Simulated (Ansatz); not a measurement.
Write a Python script for the Ansatz DFT code, driven from Python that makes a formation energy from the elements of ZnCu and its elements. Settings (first run): PBEsol, PAW, cutoff 571 eV, 8×8×5 k-points, Fermi-Dirac smearing of 0.1 eV.

`formation_zncu.py`:
```python
"""Is ZnCu bound against its elements, after relaxing cells and atoms."""

from collections import Counter
import logging
import sys
import warnings

import ansatz as az
import numpy as np

logging.basicConfig(stream=sys.stdout, format="%(levelname)s %(message)s")
log = logging.getLogger("run")
log.setLevel(logging.INFO)

XC = "pbesol"
K_SPACING = 0.33
OCCUPATIONS = "fermi_dirac"
WIDTH_EV = 0.1

PHASES = {
    "ZnCu": (
        [(1.488039, -2.121279, 0.0), (1.488039, 2.121279, 0.0), (0.0, 0.0, 4.140746)],
        [
            ("Zn", (0.5, 0.5, 0.5)),
            ("Cu", (0.0, 0.0, 0.0)),
        ],
    ),
    "Zn": (
        [(2.67, 0.0, 0.0), (-1.335, 2.312288, 0.0), (0.0, 0.0, 4.966)],
        [
            ("Zn", (1 / 3, 2 / 3, 0.25)),
            ("Zn", (2 / 3, 1 / 3, 0.75)),
        ],
    ),
    "Cu": (
        [(0.0, 1.8075, 1.8075), (1.8075, 0.0, 1.8075), (1.8075, 1.8075, 0.0)],
        [
            ("Cu", (0.0, 0.0, 0.0)),
        ],
    ),
}


def build(vectors, sites):
    crystal = az.Crystal(lattice=az.Lattice.of(vectors))
    for symbol, position in sites:
        crystal = crystal.atom(symbol, position)
    return crystal


def solve(name, crystal):
    calc = (
        crystal.calculation()
        .functional(XC)
        .basis(21 * az.Ha)
        .kpoints(spacing=K_SPACING)
        .occupations(OCCUPATIONS, width=WIDTH_EV)
        .stress()
    )
    calc = calc.relax(force_tolerance=0.01, cell=True)
    return calc.run(threads=1)


def counts(outcome):
    return Counter(site.symbol for site in outcome.lattice.sites)

def formation_energy(outcome, mu):
    n = counts(outcome)
    return (outcome.report["energy_sigma0_ev"] - sum(k * mu[element] for element, k in n.items())) / sum(n.values())


def volume_per_atom(outcome):
    return abs(np.linalg.det(outcome.lattice.cell_ang)) / len(outcome.lattice.sites)


def main() -> None:
    warnings.simplefilter("ignore", az.DeckWarning)

    phases = {name: build(*cell) for name, cell in PHASES.items()}

    done = {}
    for name, crystal in phases.items():
        done[name] = solve(name, crystal)
        log.info(f"{name}: {done[name].report['energy_sigma0_ev']:.4f} eV, {len(done[name].lattice.sites)} atoms")

    # energy of one atom in its reference phase
    references = {"Zn": "Zn", "Cu": "Cu"}
    mu = {element: done[name].report["energy_sigma0_ev"] / len(done[name].lattice.sites) for element, name in references.items()}

    target = done["ZnCu"]
    heat = formation_energy(target, mu)
    n = counts(target)
    print("cell content:", dict(n), " volume", round(volume_per_atom(target), 3), "A^3/atom")
    print("formation energy", round(heat, 4), "eV/atom,", round(heat * sum(n.values()), 4), "eV per cell")
    print("bound against the elements" if heat < 0 else "unbound against the elements")


if __name__ == "__main__":
    main()
```

`python formation_zncu.py` gives:
```text
INFO ZnCu: -9869.8292 eV, 2 atoms
INFO Zn: -6561.7855 eV, 2 atoms
INFO Cu: -6588.7620 eV, 1 atoms
cell content: {<Element.ZN: 'Zn'>: 1, <Element.CU: 'Cu'>: 1}  volume 12.356 A^3/atom
formation energy -0.0872 eV/atom, -0.1744 eV per cell
bound against the elements
```

Notes:
- Absolute energies stand on the zero of these potentials, so only differences at equal settings mean something.
- For the metals among these phases the mesh is modest: differences between phases can be off by up to 40 meV an atom.
- The cells come from databases of deposited and of computed structures, and not all need be stable phases.
- The compound is the structure given, not necessarily its lowest; energies are at zero temperature, with no correction for gases. A semilocal functional's error on such energies is often 0.05 to 0.1 eV an atom, and 0.1 to 0.3 eV against gases such as O2 or F2.
- Finished in 33 s on 1 thread of Arm Neoverse V1, with other jobs on the host, peak memory 0.44 GiB.

(Lines on the test bed's own set-up are left out of the output.)
